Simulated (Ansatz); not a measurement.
A nudged elastic band was laid between two geometries of a periodic cell of 17 atoms, CuSi16 (host Si, host structure diamond, interstitial Cu), cell charge +1.

The calculation used Ansatz, DFT PBE-D3(BJ), scalar-relativistic, plane waves, PAW. Settings: PAW set soft_1, cutoff 420 eV, k mesh 2x2x2, gaussian smearing 0.02 eV, no spin polarisation.

| Quantity | Value |
| --- | --- |
| movable images | 5 |
| climbing image | yes |
| spring | 5.0 eV/Å² |
| optimiser | fire |
| start path | IDPP |
| force threshold | 0.05 eV/Å |
| iteration limit | 60 |
| end points | relaxed |

Image 0:

```xyz
17
Lattice="0.0000 5.4300 5.4300 5.4300 0.0000 5.4300 5.4300 5.4300 0.0000" Properties=species:S:1:pos:R:3
Si 0.074 -0.020 -0.071
Si 1.452 1.312 1.375
Si 2.778 2.688 0.015
Si 4.132 4.101 1.293
Si 2.576 -0.070 2.863
Si 4.060 1.319 3.983
Si 5.414 2.691 2.648
Si 6.686 3.952 4.172
Si 0.039 2.786 2.727
Si 1.475 4.156 3.952
Si 2.808 5.516 2.615
Si 4.132 6.819 4.033
Si 2.705 2.790 5.389
Si 4.002 4.189 6.857
Si 5.395 5.466 5.462
Si 6.823 6.823 6.721
Cu 5.125 2.451 5.744
```

Image 6:

```xyz
17
Lattice="0.0000 5.4300 5.4300 5.4300 0.0000 5.4300 5.4300 5.4300 0.0000" Properties=species:S:1:pos:R:3
Si -0.047 -0.048 -0.047
Si 1.304 1.303 1.304
Si 2.655 2.657 -0.032
Si 4.024 4.028 1.291
Si 2.655 -0.032 2.657
Si 4.024 1.291 4.028
Si 5.369 2.719 2.719
Si 6.782 4.116 4.117
Si -0.032 2.655 2.655
Si 1.291 4.026 4.026
Si 2.713 5.376 2.714
Si 4.114 6.785 4.115
Si 2.714 2.715 5.376
Si 4.114 4.115 6.785
Si 5.570 5.572 5.572
Si 6.910 6.918 6.917
Cu 4.219 4.233 4.231
```

(1) What changes between the two ends?

(2) What energy profile does the band end with?

(3) What is the geometry of the highest image?

The band took 32 iterations and about 25 core-minutes.

Results:

(1) Contacts lost: Si1–Cu17, Si2–Cu17, Si6–Cu17, Si9–Cu17. Contacts made: Si7–Cu17, Si11–Cu17, Si12–Cu17, Si15–Cu17. The atom that moves furthest is Cu17, by 2.51 Å; four of its nearest neighbours are Si2 2.35, Si6 2.35, Si14 2.35, Si9 2.46 Å at the first end and Si15 2.33, Si11 2.42, Si13 2.42, Si7 2.43 Å at the last.

(2) It converged. The highest image is number 3 of 0 to 6, 0.043 eV above the first end and 0.036 eV above the last; the last end lies 0.006 eV above the first. Beside the main top the profile has a ripple of under 15 meV (maxima at images 1, 3), which may be a very shallow well or noise. By the program's own check the climbing image is of a kind that is not told: the force calls were inconclusive, a negative curvature could not be distinguished from the path's own, the only one lies far off the path, or fixed occupations may fill a level only in part (lowest curvatures found: -0.48 and 0.91 eV/Å²). Limits of this set-up: a small cell, in which the defect meets its images, charged cell in a uniform background, uncorrected.

```csv
image,path coordinate (Å),energy (eV),Si1–Cu17 (Å),Si2–Cu17 (Å),Si6–Cu17 (Å)
0,0.00,0.000,2.53,2.35,2.35
1,0.63,0.008,2.92,2.45,2.40
2,1.26,0.000,3.13,2.70,2.34
3,1.90,0.043,3.52,3.32,2.37
4,2.33,0.009,3.87,3.80,2.46
5,2.77,0.005,4.21,4.25,2.64
6,3.20,0.006,4.57,4.58,2.96
```

(3) 
```xyz
17
Lattice="0.0000 5.4300 5.4300 5.4300 0.0000 5.4300 5.4300 5.4300 0.0000" Properties=species:S:1:pos:R:3
Si -0.056 -0.004 -0.034
Si 1.241 1.491 1.227
Si 2.742 2.764 -0.043
Si 4.124 4.034 1.358
Si 2.548 0.122 2.592
Si 4.023 1.272 3.992
Si 5.475 2.631 2.632
Si 6.848 4.120 4.033
Si -0.054 2.752 2.723
Si 1.326 4.025 4.124
Si 2.830 5.296 2.856
Si 4.125 6.793 4.117
Si 2.652 2.669 5.477
Si 4.028 4.154 6.873
Si 5.478 5.516 5.517
Si 6.957 6.665 6.917
Cu 4.742 3.401 4.744
```

The run took 25 min on 1 thread of Arm Neoverse V1, on a shared host, peak memory 0.94 GiB.
